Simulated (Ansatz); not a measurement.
# CH7AlO2Si: basis-set convergence

One table from this session's results is given with a row withheld; the runs are named, their logs left out.

Program: Ansatz 0.2.0, Gaussian basis. Level of theory: one geometry, several basis sets. These are calculated values, not measurements.

The runs, in order: PBE0-D4/def2-SVP; ωB97M-V/def2-SVP; PBE0-D4/def2-QZVPP; ωB97M-V/def2-QZVPP; the functionals' def2-TZVPP values are taken from earlier runs.

## The relaxed structure

The geometry comes from an earlier relaxation with PBE0-D4 in a triple-zeta def2 set; it is a stationary point, not always the lowest conformer.

SMILES `C[O][Al]([OH])[SiH3]`, 12 atoms, charge 0, spin multiplicity 1.

Atoms are counted from 1 here; the program's logs count them from 0.

Bond lengths: C1–O2 1.396 Å, C1–H6 1.098 Å, C1–H7 1.095 Å, C1–H8 1.095 Å, O2–Al3 1.686 Å, Al3–O4 1.691 Å, Al3–Si5 2.438 Å, O4–H9 0.956 Å, Si5–H10 1.490 Å, Si5–H11 1.491 Å, Si5–H12 1.490 Å. Angles: O2–C1–H6 112.6°, O2–C1–H7 110.2°, O2–C1–H8 110.2°, H6–C1–H7 107.9°, H6–C1–H8 107.9°, H7–C1–H8 107.9°, C1–O2–Al3 136.1°, O2–Al3–O4 118.8°, O2–Al3–Si5 122.9°, O4–Al3–Si5 118.4°, Al3–O4–H9 123.5°, Al3–Si5–H10 111.3°, Al3–Si5–H11 111.3°, Al3–Si5–H12 111.3°, H10–Si5–H11 107.6°, H10–Si5–H12 107.7°, H11–Si5–H12 107.5°.

Coordinates:

```
atom     x (Å)     y (Å)     z (Å)
  C1  -0.58468  -1.97126   0.78235
  O2  -0.71491  -0.62422   1.12630
 Al3  -0.22681   0.84944   0.46850
  O4  -0.63650   2.27694   1.27750
 Si5   1.04660   1.01659  -1.60436
  H6  -0.02739  -2.11687  -0.15200
  H7  -0.06049  -2.51458   1.57560
  H8  -1.57295  -2.42678   0.65991
  H9  -1.13396   2.29753   2.09391
 H10   2.35503   1.69345  -1.38225
 H11   1.32868  -0.33079  -2.17655
 H12   0.30428   1.79544  -2.63490
```

Set-up of the first run:

Input file in.yaml:

```yaml
crystal:
  periodic: [false, false, false]
  atoms:
    - {symbol: C, position_ang: [-0.584682, -1.971260, 0.782350]}
    - {symbol: O, position_ang: [-0.714909, -0.624219, 1.126298]}
    - {symbol: Al, position_ang: [-0.226813, 0.849438, 0.468500]}
    - {symbol: O, position_ang: [-0.636505, 2.276937, 1.277497]}
    - {symbol: Si, position_ang: [1.046597, 1.016589, -1.604362]}
    - {symbol: H, position_ang: [-0.027386, -2.116865, -0.152002]}
    - {symbol: H, position_ang: [-0.060490, -2.514584, 1.575597]}
    - {symbol: H, position_ang: [-1.572953, -2.426775, 0.659914]}
    - {symbol: H, position_ang: [-1.133956, 2.297529, 2.093913]}
    - {symbol: H, position_ang: [2.355032, 1.693454, -1.382252]}
    - {symbol: H, position_ang: [1.328685, -0.330790, -2.176549]}
    - {symbol: H, position_ang: [0.304280, 1.795445, -2.634902]}
basis:
  gaussian: {orbitals: def2-SVP}
hamiltonian: {xc: pbe0, dispersion: d4}
output: {orbitals: {seedname: orbitals}}
```

Among the steps run: PBE0-D4 in def2-SVP; ωB97M-V in def2-SVP; PBE0-D4 in def2-QZVPP; ωB97M-V in def2-QZVPP.

One table of the session follows, with a row left open; its other results are not shown here.

It belongs to the step «Density functionals: the series». 

| functional | basis | HOMO (eV) |
| --- | --- | --- |
| PBE0-D4 | def2-SVP | -7.67 |
| PBE0-D4 | def2-TZVPP | -7.74 |
| PBE0-D4 | def2-QZVPP | -7.76 |
| ωB97M-V | def2-SVP | -9.76 |
| ωB97M-V | def2-TZVPP | -9.84 |
| ωB97M-V | def2-QZVPP | ? |

**Question.** Estimate the row for ωB97M-V, def2-QZVPP.

As computed: HOMO (eV): -9.87. In the column «HOMO (eV)» it is the lowest.
